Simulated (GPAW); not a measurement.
# RPBE/dzp (scalar-relativistic datasets) run of CHCl2I (dichloroiodomethane)

We compute ionisation energies of CHCl2I (dichloroiodomethane). The job is set up through an ASE script.

The results are computed with GPAW 26.7.0.

4 further runs of the same task are left out: 2 that didn't finish, 2 set aside as unsound or not needed.

### Step 1. The molecule

CHCl2I: 5 atoms, total charge 0, spin state singlet. SMILES: `ClC(Cl)I`. Geometry: relaxed at PBE0-D4/def2-TZVP.

Bond lengths: Cl1–C2 1.753 Å, C2–Cl3 1.753 Å, C2–I4 2.146 Å, C2–H5 1.084 Å. Angles: Cl1–C2–Cl3 111.6°, Cl1–C2–I4 111.6°, Cl3–C2–I4 111.6°, Cl1–C2–H5 108.1°, Cl3–C2–H5 108.1°, I4–C2–H5 105.5°.

### Step 2. Ionisation energies at RPBE/dzp (scalar-relativistic datasets)

molecule.py reads:

```python
from ase.io.zmatrix import parse_zmatrix
from gpaw import GPAW

# Atomic positions
zmat = """
Cl
C 1 r2
Cl 2 r3 1 a3
I 2 r4 3 a4 1 d4
H 2 r5 3 a5 1 d5
"""
values = dict(r2=1.753217, r3=1.753212, a3=111.6342, r4=2.146364, a4=111.58684, d4=-125.63477, r5=1.083951, a5=108.08818, d5=118.74734)
molecule = parse_zmatrix(zmat, defs=values)
molecule.center(vacuum=4.5)

energies = {}
for name, charge, unpaired in [('neutral', 0, 0), ('oxidised', 1, 1)]:
    molecule.set_initial_magnetic_moments([unpaired / len(molecule)] * len(molecule))
    gpaw_calc = GPAW(mode='lcao',
                     basis='dzp',
                     h=0.22,
                     xc='RPBE',
                     charge=charge,
                     occupations={'name': 'fermi-dirac', 'width': 0.0, 'fixmagmom': unpaired > 0},
                     maxiter=100,
                     symmetry='off',
                     txt=f'{name}.txt')
    molecule.calc = gpaw_calc
    energies[name] = molecule.get_potential_energy()
    print(f'{name:10} {energies[name]:12.5f} eV')

ip = energies['oxidised'] - energies['neutral']
print(f'Vertical IP: {ip:.3f} eV')
```

The run is started by

```
$ python3 molecule.py
```

Standard output:

```text
neutral       -14.90944 eV
oxidised       -5.75294 eV
Vertical IP: 9.157 eV
```

neutral.txt:

```text
__  _  _
 | _ |_)|_||  |
 |__||  | ||/\| - 26.7.0

units:  Angstrom and eV
cores:  1
OpenMP: False

Versions:
  Python: 3.12.14
  ASE:    3.29.0
  Numpy:  2.5.5
  Scipy:  1.18.1
  Libxc:  7.0.0

        _gpaw.cpython-312-aarch64-linux-gnu.so

Input parameters:
  mode=LCAO(),
  basis={'default': 'dzp'},
  charge=0.0,
  h=0.22,
  maxiter=100,
  occupations=Occupations(name='fermi-dirac', width=0.0, fixmagmom=False),
  symmetry=Symmetry(point_group=False, time_reversal=False),
  xc=XC(name='RPBE')
        .---------------------------.
       /|                           |
      / |                           |
     /  |                           |
    /   |                           |
   /    |                           |
  /     |                           |
 *      |                           |
 |      |                           |
 |      |                           |
 |      |            ICl            |
 |      |      Cl   C               |
 |      |           H               |
 |      |                           |
 |      .---------------------------.
 |     /                           /
 |    /                           /
 |   /                           /
 |  /                           /
 | /                           /
 |/                           /
 *---------------------------*

Atoms  # Å, Bohr magnetons
|   | symbol |        x |        y |        z |    initial magnetic moments |
|---|--------|----------|----------|----------|-----------------------------|
| 0 |     Cl | 4.500000 | 5.662743 | 5.403386 | ( 0.0000,  0.0000,  0.0000) |
| 1 |      C | 6.253217 | 5.662743 | 5.403386 | ( 0.0000,  0.0000,  0.0000) |
| 2 |     Cl | 6.899590 | 7.292453 | 5.403386 | ( 0.0000,  0.0000,  0.0000) |
| 3 |      I | 7.042968 | 4.500000 | 7.025484 | ( 0.0000,  0.0000,  0.0000) |
| 4 |      H | 6.589791 | 5.167202 | 4.500000 | ( 0.0000,  0.0000,  0.0000) |

[... 21 lines left out ...]
|   |                                coordinates |     weight |
[... 164 lines left out ...]
Reference energy: -219710.032410  # eV
[... 13 lines left out ...]
  Fourier metric: weight=20.0, sigma=0.015
[... 66 lines left out ...]
|   |                                coordinates |     weight |
[... 164 lines left out ...]
Reference energy: -219710.032410  # eV
[... 13 lines left out ...]
  Fourier metric: weight=20.0, sigma=0.015
[... 1 line left out ...]
occupation numbers:
  # Zero width

FastPoissonSolver using
    Stencil: 6*3+1=19 point O(h^6) finite-difference Laplacian
    FFT axes: []
    FST axes: [np.int64(0), np.int64(1), np.int64(2)]

xc functional:
  name: RPBE with 2 nearest neighbor stencil
interpolation: tri-quintic # 5. degree polynomial

Initialization done in: 3.014 s

convergence criteria:
- Maximum [total energy] change in last 3 cyles: 0.0005 eV / valence electron
- Maximum integral of absolute [dens]ity change: 0.0001 electrons / valence electron
- Maximum integral of absolute [eigenst]ate change: 4e-08 eV^2 / valence electron
maximum number of iterations: 100

SCF iterations
|iter     |     time |      energy | eigst |  dens |
|---------|----------|-------------|-------|-------|
|iter:   1| 00:00:03 |  -15.372386 |      c|       |
|iter:   2| 00:00:03 |  -15.312915 |      c| -1.02 |
|iter:   3| 00:00:03 |  -14.922809 |      c| -1.04 |
|iter:   4| 00:00:04 |  -14.909601 |      c| -1.64 |
[... 4 lines of this table left out ...]
|iter:   9| 00:00:06 |  -14.909444c|      c| -4.51c|

Converged in 9 steps
SCF loop duration: 3.349 s (0.372 s/step)
Energy contributions relative to reference atoms: (reference = -219710.032410)

Energy contributions:
  Kinetic:          43.564306
  Coulomb:         -39.462364
  Zero:              0.601897
  External:          0.000000
  Xc:              -19.613283
  Entropy:           0.000000
  Spinorbit:         0.000000
  ----------------------------
  Free energy:     -14.909444
  Extrapolated:    -14.909444

dipole moment: (0.060757, -0.090466, -0.120995)  # |e|*Ang

Fermi level: -4.088
Eigenvalues  # (at kpt = [0.000, 0.000, 0.000])
| band index |      eig [eV] | occ [0-2] |
|------------|---------------|-----------|
|          0 |       -22.886 |     2.000 |
|        ... |               |           |
|          5 |       -11.295 |     2.000 |
|          6 |       -10.557 |     2.000 |
|          7 |        -7.828 |     2.000 |
[... 8 lines of this table left out ...]
|         16 |         2.094 |     0.000 |

Gap: 3.920 eV
Transition (v -> c):
  (s=0, k=0, n=12, [0.00, 0.00, 0.00]) -> (s=0, k=0, n=13, [0.00, 0.00, 0.00])
No difference between direct/indirect transitions
vacuum-level: 0.000  # V

timing:  # [seconds]
  Total: 6.384  # ━━━━━━━━━━━━━━━━━━━━━━━━━━━━━━━━━━━━━━━━━━━━━━━━━━━━━━━━━━━
  Init:  3.013  # ━━━━━━━━━━━━━━━━━━━━━━━━━━━━
  SCF:   3.349  # ━━━━━━━━━━━━━━━━━━━━━━━━━━━━━━━

Max RSS: 398.727  # MiB
```

oxidised.txt:

```text
__  _  _
 | _ |_)|_||  |
 |__||  | ||/\| - 26.7.0

units:  Angstrom and eV
cores:  1
OpenMP: False

Versions:
  Python: 3.12.14
  ASE:    3.29.0
  Numpy:  2.5.5
  Scipy:  1.18.1
  Libxc:  7.0.0

        _gpaw.cpython-312-aarch64-linux-gnu.so

Input parameters:
  mode=LCAO(),
  basis={'default': 'dzp'},
  charge=1,
  h=0.22,
  maxiter=100,
  occupations=Occupations(name='fermi-dirac', width=0.0, fixmagmom=True),
  symmetry=Symmetry(point_group=False, time_reversal=False),
  xc=XC(name='RPBE')
        .---------------------------.
       /|                           |
      / |                           |
     /  |                           |
    /   |                           |
   /    |                           |
  /     |                           |
 *      |                           |
 |      |                           |
 |      |                           |
 |      |            ICl            |
 |      |      Cl   C               |
 |      |           H               |
 |      |                           |
 |      .---------------------------.
 |     /                           /
 |    /                           /
 |   /                           /
 |  /                           /
 | /                           /
 |/                           /
 *---------------------------*

Atoms  # Å, Bohr magnetons
|   | symbol |        x |        y |        z |    initial magnetic moments |
|---|--------|----------|----------|----------|-----------------------------|
| 0 |     Cl | 4.500000 | 5.662743 | 5.403386 | ( 0.0000,  0.0000,  0.2000) |
| 1 |      C | 6.253217 | 5.662743 | 5.403386 | ( 0.0000,  0.0000,  0.2000) |
| 2 |     Cl | 6.899590 | 7.292453 | 5.403386 | ( 0.0000,  0.0000,  0.2000) |
| 3 |      I | 7.042968 | 4.500000 | 7.025484 | ( 0.0000,  0.0000,  0.2000) |
| 4 |      H | 6.589791 | 5.167202 | 4.500000 | ( 0.0000,  0.0000,  0.2000) |

[... 21 lines left out ...]
|   |                                coordinates |     weight |
[... 164 lines left out ...]
Reference energy: -219710.032410  # eV
[... 13 lines left out ...]
  Fourier metric: weight=20.0, sigma=0.015
[... 67 lines left out ...]
|   |                                coordinates |     weight |
[... 164 lines left out ...]
Reference energy: -219710.032410  # eV
[... 13 lines left out ...]
  Fourier metric: weight=20.0, sigma=0.015
[... 16 lines left out ...]
convergence criteria:
- Maximum [total energy] change in last 3 cyles: 0.0005 eV / valence electron
[... 4 lines left out ...]
SCF iterations
|iter     |     time |      energy | eigst |  dens |  magmom |
|---------|----------|-------------|-------|-------|---------|
|iter:   1| 00:00:04 |   -9.339387 |      c|       |  +0.9983|
|iter:   2| 00:00:05 |   -8.317614 |      c| -0.68 |  +0.9984|
|iter:   3| 00:00:06 |   -5.985317 |      c| -0.73 |  +0.9992|
[... 9 lines of this table left out ...]
|iter:  13| 00:00:13 |   -5.752940c|      c| -4.61c|  +1.0000|

Converged in 13 steps
SCF loop duration: 8.772 s (0.675 s/step)
Energy contributions relative to reference atoms: (reference = -219710.032410)

Energy contributions:
  Kinetic:          21.590574
  Coulomb:         -17.966246
  Zero:              0.579341
  External:          0.000000
  Xc:               -9.956610
  Entropy:           0.000000
  Spinorbit:         0.000000
  ----------------------------
  Free energy:      -5.752940
  Extrapolated:     -5.752940

dipole moment: (6.560987, 5.224438, 6.178706)  # |e|*Ang

Total magnetic moment: (0.000000, 0.000000, 1.000000)

Local magnetic moments
|        x |        y |         z |
|----------|----------|-----------|
| 0.000000 | 0.000000 |  0.080928 |  # Cl   0
| 0.000000 | 0.000000 | -0.010540 |  # C    1
| 0.000000 | 0.000000 |  0.082257 |  # Cl   2
| 0.000000 | 0.000000 |  0.343732 |  # I    3
| 0.000000 | 0.000000 | -0.000379 |  # H    4

Fermi levels: -10.198, -12.288
Eigenvalues  # (at kpt = [0.000, 0.000, 0.000])
| band index |      eig [eV] | occ [0-1] |      eig [eV] | occ [0-1] |
|------------|---------------|-----------|---------------|-----------|
|          0 |       -28.762 |     1.000 |       -28.666 |     1.000 |
|        ... |               |           |               |           |
|          5 |       -17.053 |     1.000 |       -16.960 |     1.000 |
|          6 |       -16.695 |     1.000 |       -16.544 |     1.000 |
|          7 |       -13.947 |     1.000 |       -13.453 |     1.000 |
[... 8 lines of this table left out ...]
|         16 |        -2.780 |     0.000 |        -2.783 |     0.000 |

Gap: 3.964 eV
Transition (v -> c):
  (s=1, k=0, n=12, [0.00, 0.00, 0.00]) -> (s=0, k=0, n=13, [0.00, 0.00, 0.00])
No difference between direct/indirect transitions
vacuum-level: 0.000  # V

timing:  # [seconds]
  Total: 13.114  # ━━━━━━━━━━━━━━━━━━━━━━━━━━━━━━━━━━━━━━━━━━━━━━━━━━━━━━━━━━
  Init:   4.316  # ━━━━━━━━━━━━━━━━━━━
  SCF:    8.772  # ━━━━━━━━━━━━━━━━━━━━━━━━━━━━━━━━━━━━━━━

Max RSS: 627.684  # MiB
```

It took 20 s on 1 thread of Arm Neoverse V1, shared host; peak memory 0.61 GiB.

### Step 3. What came out

At RPBE/dzp (scalar-relativistic datasets):

```
               quantity    value
first ionisation energy  9.16 eV
```
